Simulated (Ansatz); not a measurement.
# F6S: the cost of one run

Method: the levels named in each step, in Ansatz 0.2.0.

**1. Starting point**

Bond lengths: F1–S2 1.590 Å, S2–F3 1.590 Å, S2–F4 1.590 Å, S2–F5 1.590 Å, S2–F6 1.590 Å, S2–F7 1.590 Å. Angles (14 of 15 angles, heavy atoms first): F1–S2–F3 90.0°, F1–S2–F4 90.0°, F1–S2–F5 90.0°, F1–S2–F6 90.0°, F1–S2–F7 180.0°, F3–S2–F4 90.0°, F3–S2–F5 90.0°, F3–S2–F6 180.0°, F3–S2–F7 90.0°, F4–S2–F5 180.0°, F4–S2–F6 90.0°, F4–S2–F7 90.0°, F5–S2–F6 90.0°, F5–S2–F7 90.0°.

Coordinates:

```xyz
7

F    -0.4317    1.2067   -0.9417
S     0.0001    0.0000    0.0000
F     1.4696    0.6003    0.0960
F     0.4285   -0.8440   -1.2781
F    -0.4282    0.8444    1.2779
F    -1.4697   -0.6003   -0.0956
F     0.4317   -1.2067    0.9417
```

**2. A rough first relaxation, PBE-D4/def2-SVP**

This run stands in another session on the same molecule. It ended at:

```xyz
7

F    -0.4365    1.2205   -0.9524
S     0.0001    0.0001    0.0000
F     1.4863    0.6073    0.0970
F     0.4331   -0.8537   -1.2925
F    -0.4330    0.8539    1.2925
F    -1.4862   -0.6072   -0.0969
F     0.4365   -1.2204    0.9524
```

**3. Relaxation, PBE0-D4/def2-TZVPP**

This run stands in another session on the same molecule. It ended at:

```xyz
7

F    -0.4247    1.1877   -0.9268
S     0.0000    0.0001    0.0000
F     1.4464    0.5909    0.0943
F     0.4215   -0.8308   -1.2577
F    -0.4214    0.8309    1.2578
F    -1.4463   -0.5908   -0.0943
F     0.4248   -1.1876    0.9269
```

**4. Frequencies, PBE0-D4/def2-TZVPP**

Contents of input.yaml:

```yaml
crystal:
  periodic: [false, false, false]
  atoms:
    - { symbol: F, position_ang: [-0.42471355, 1.18767965, -0.92682303] }
    - { symbol: S, position_ang: [4.75e-05, 5.975e-05, 2.126e-05] }
    - { symbol: F, position_ang: [1.44637312, 0.59094738, 0.0943429] }
    - { symbol: F, position_ang: [0.421507, -0.83078038, -1.25774615] }
    - { symbol: F, position_ang: [-0.42140937, 0.8309115, 1.25778242] }
    - { symbol: F, position_ang: [-1.4462772, -0.59083269, -0.09428887] }
    - { symbol: F, position_ang: [0.42480251, -1.18756521, 0.92686146] }
basis:
  gaussian: { orbitals: def2-TZVPP }
hamiltonian:
  xc: pbe0
  dispersion: d4
phonons: {}
```

Started as:

```sh
> ansatz run input.yaml --threads 4 --pin off --max-ram 10240MiB --backend cpu --events-out ev --progress --plain --runs-dir out
```

What time and memory should one allow on 4 threads of Intel Xeon at 2.50GHz (Skylake/Cascade Lake), shared host?

About 4.2 min, with a peak of 0.69 GiB.
